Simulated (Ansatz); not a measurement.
# C₃H₃AlClFO₂: up Jacob's ladder to CCSD(T)

One table from this session's results is given with a row withheld; the runs are named, their logs left out.

Method: functionals in def2-TZVPP, the program's frozen cores in correlated methods; program: Ansatz 0.2.0, Gaussian basis.

Plan: LDA (SPW92), PBE-D4, revPBE-D4, BLYP-D4, r2SCAN-D4, B97M-V, PBE0-D4, B3LYP-D4, r2SCANh-D4, r2SCAN0-D4, HSE06-D4, BHLYP-D4, CAM-B3LYP-D4, LC-ωPBE, ωB97X-V, ωB97M-V, B2PLYP, PBE-QIDH; CCSD(T)/def2-SVP; MP2/def2-TZVPP; MP2/def2-QZVPP; RPA on PBE.

**The geometry**

An earlier PBE0-D4 in a triple-zeta def2 set relaxation fixed the geometry.

SMILES `[F][Al-]1([Cl])[O]C=CC=[O+]1`, 11 atoms, charge 0, spin multiplicity 1.

Atoms are counted from 1 here; the program's logs count them from 0.

Bond lengths: F1–Al2 1.646 Å, Al2–Cl3 2.093 Å, Al2–O4 1.811 Å, Al2–O8 1.811 Å, O4–C5 1.269 Å, C5–C6 1.388 Å, C5–H9 1.093 Å, C6–C7 1.388 Å, C6–H10 1.080 Å, C7–O8 1.269 Å, C7–H11 1.093 Å. Angles: F1–Al2–Cl3 118.5°, F1–Al2–O4 109.4°, F1–Al2–O8 109.4°, Cl3–Al2–O4 110.4°, Cl3–Al2–O8 110.4°, O4–Al2–O8 96.6°, Al2–O4–C5 125.3°, O4–C5–C6 125.6°, O4–C5–H9 115.5°, C6–C5–H9 118.9°, C5–C6–C7 121.5°, C5–C6–H10 119.2°, C7–C6–H10 119.2°, C6–C7–O8 125.6°, C6–C7–H11 118.9°, O8–C7–H11 115.5°, Al2–O8–C7 125.3°.

Set-up of the first run:

in.yaml reads:

```yaml
crystal:
  periodic: [false, false, false]
  atoms:
    - {symbol: F, position_ang: [-0.841240, -2.007685, 1.977598]}
    - {symbol: Al, position_ang: [0.339574, -1.091797, 1.288587]}
    - {symbol: Cl, position_ang: [2.294455, -1.271157, 2.014730]}
    - {symbol: O, position_ang: [-0.174792, 0.645068, 1.281995]}
    - {symbol: C, position_ang: [-0.405166, 1.337532, 0.244039]}
    - {symbol: C, position_ang: [-0.319681, 0.884280, -1.065561]}
    - {symbol: C, position_ang: [0.028394, -0.427433, -1.358893]}
    - {symbol: O, position_ang: [0.309312, -1.325285, -0.507493]}
    - {symbol: H, position_ang: [-0.696262, 2.375613, 0.425824]}
    - {symbol: H, position_ang: [-0.538833, 1.565508, -1.874927]}
    - {symbol: H, position_ang: [0.069641, -0.741646, -2.405297]}
basis:
  gaussian: {orbitals: def2-TZVPP}
hamiltonian: {xc: lda}
output: {orbitals: {seedname: orbitals}}
```

Launch:

```
ansatz run in.yaml --threads 4 --pin off --events-out ev --progress --plain --max-ram 11315MiB
```

Steps of the session up to this table: LDA; PBE-D4 (GGA); revPBE-D4 (GGA); BLYP-D4 (GGA); r2SCAN-D4 (meta-GGA); B97M-V (meta-GGA); PBE0-D4 (hybrid); B3LYP-D4 (hybrid); r2SCANh-D4 (hybrid); r2SCAN0-D4 (hybrid); HSE06-D4 (hybrid); BHLYP-D4 (hybrid); CAM-B3LYP-D4 (range-separated); LC-ωPBE (range-separated); ωB97X-V (range-separated); ωB97M-V (range-separated); B2PLYP (double hybrid); PBE-QIDH (double hybrid).

One of the session's tables, all rows but one given; the rest of the session is left out.

It belongs to the step «Frontier levels by functional». 

```
  functional  HOMO (eV)  LUMO (eV)  gap (eV)
 LDA (SPW92)      -7.36      -4.09      3.27
      PBE-D4      -7.15      -3.81      3.34
   revPBE-D4          ?          ?         ?
     BLYP-D4      -6.99      -3.68      3.31
   r2SCAN-D4      -7.42      -3.71      3.71
      B97M-V      -7.42      -3.60      3.82
     PBE0-D4      -8.33      -2.94      5.39
    B3LYP-D4      -8.11      -3.15      4.95
  r2SCANh-D4      -7.86      -3.38      4.48
  r2SCAN0-D4      -8.51      -2.87      5.63
    HSE06-D4      -7.93      -3.32      4.61
    BHLYP-D4      -9.34      -1.90      7.44
CAM-B3LYP-D4      -9.60      -1.84      7.76
     LC-ωPBE     -10.87      -0.74     10.14
     ωB97X-V     -10.53      -0.74      9.79
     ωB97M-V     -10.44      -0.79      9.65
```

Q: Estimate the row for revPBE-D4 from the others.

**Answer.** HOMO (eV): -7.08; LUMO (eV): -3.71; gap (eV): 3.36. In the column «HOMO (eV)» it lies between PBE-D4 (-7.15) and BLYP-D4 (-6.99).
